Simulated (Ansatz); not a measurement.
# BaTiO3: the cost of one run

Method: DFT PBEsol, scalar-relativistic, plane waves, PAW, in Ansatz 0.2.0.

**1. The starting structure**

Symmetry: Pm-3m, No. 221, cubic system. Conventional cell: a = 3.986 Å, b = 3.986 Å, c = 3.986 Å, α = 90.00°, β = 90.00°, γ = 90.00°. Ba (site symmetry m-3m) has 12 O at 2.82 Å as nearest neighbours. Ti (site symmetry m-3m) is surrounded by 6 O at 1.99 Å. Around O (site symmetry 4/mmm) lie 2 Ti at 1.99 Å and 4 Ba at 2.82 Å.

Coordinates:

```
Ba Ti O
1.0
     3.98600    0.00000    0.00000
     0.00000    3.98600    0.00000
     0.00000    0.00000    3.98600
Ba Ti O
1 1 3
Direct
  0.00000 0.00000 0.00000
  0.50000 0.50000 0.50000
  0.50000 0.50000 0.00000
  0.50000 0.00000 0.50000
  0.00000 0.50000 0.50000
```

**2. Relaxing cell and atoms: BaTiO3, no spin**

Contents of input.yaml:

```yaml
crystal:
  lattice:
    - [3.986, 0.0, 0.0]
    - [0.0, 3.986, 0.0]
    - [0.0, 0.0, 3.986]
  atoms:
    - { symbol: Ba, position: [0.0, 0.0, 0.0] }
    - { symbol: Ti, position: [0.5, 0.5, 0.5] }
    - { symbol: O, position: [0.5, 0.5, 0.0] }
    - { symbol: O, position: [0.5, 0.0, 0.5] }
    - { symbol: O, position: [0.0, 0.5, 0.5] }
scf:
  occupations: { method: gaussian, width: 0.02 }
output:
  forces: true
  stress: true
  eigenvalues: true
kpoints:
  mp_grid: { grid: [14, 14, 14] }
hamiltonian:
  xc: pbesol
relax:
  f_tol: 0.005
  adjacent_minimum: "off"
  cell: { stress_tol: 0.02 }
```

Command:

```
> ansatz run input.yaml --threads 8 --pin off --max-ram 24576MiB --backend cpu --events-out ev --progress --plain --runs-dir out
```

Q: Estimate wall time and peak memory on 8 threads of Intel Xeon Platinum 8488C (Sapphire Rapids), shared host.

About 7.6 s, with a peak of 0.6 GiB.
